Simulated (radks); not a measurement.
# Sc⁴⁺ in [He] 2s2 2p5 3s2 3p5 4s1: an all-electron calculation

One table from this session's results is given with a row withheld; the runs are named, their logs left out.

The numbers are computed with radks (a radial shooting solver on a logarithmic mesh, Libxc functionals) version 1 (non-relativistic Kohn-Sham, LDA (Slater exchange, Perdew-Zunger correlation), spin-polarised, spherical densities, point nucleus; open shells are filled with parallel spins first), except any that are marked as measured or tabulated.

**The system**

- element: scandium (Z = 21)
- charge: +4
- electrons: 17
- configuration: [He] 2s2 2p5 3s2 3p5 4s1

The outer shells:

Sc⁴⁺
```
[He] core
2s [↑↓]
2p [↑↓][↑↓][↑ ]
3s [↑↓]
3p [↑↓][↑↓][↑ ]
4s [↑ ]
```

Set-up of the first run:

Settings of this run:

```text
Z 21
configuration [He] 2s2 2p5 3s2 3p5 4s1 3d0 4p0
relativity non-relativistic
functional lda,pz
spin polarised
nucleus point
```

One of the session's tables, all rows but one given; the rest of the session is left out.

It belongs to the step «Orbitals and density». From the orbitals of this run (lengths in bohr):

| level | <r> | outermost maximum (interpolated) | 90 % within | nodes |
| --- | --- | --- | --- | --- |
| 1s up | 0.07373 | 0.0485 | 0.131 | 0 |
| 1s down | 0.07369 | 0.0484 | 0.131 | 0 |
| 2s up | 0.3407 | 0.283 | 0.528 | 1 |
| 2s down | 0.3415 | 0.284 | 0.529 | 1 |
| 2p up | ? | ? | ? | ? |
| 2p down | 0.3020 | 0.230 | 0.495 | 0 |
| 3s up | 0.9883 | 0.878 | 1.46 | 2 |
| 3s down | 0.9926 | 0.882 | 1.47 | 2 |
| 3p up | 1.018 | 0.885 | 1.54 | 1 |
| 3p down | 1.024 | 0.891 | 1.55 | 1 |
| 3d up | 1.061 | 0.826 | 1.70 | 0 |
| 3d down | 1.069 | 0.834 | 1.71 | 0 |
| 4s up | 2.346 | 2.20 | 3.34 | 3 |
| 4s down | 2.367 | 2.21 | 3.39 | 3 |
| 4p up | 2.530 | 2.37 | 3.63 | 2 |
| 4p down | 2.572 | 2.39 | 3.71 | 2 |

Q: Estimate the row for 2p up from the others.

As computed: <r>: 0.3009; outermost maximum (interpolated): 0.229; 90 % within: 0.493; nodes: 0. In the column «<r>» it lies between 1s up (0.07373) and 2p down (0.3020).
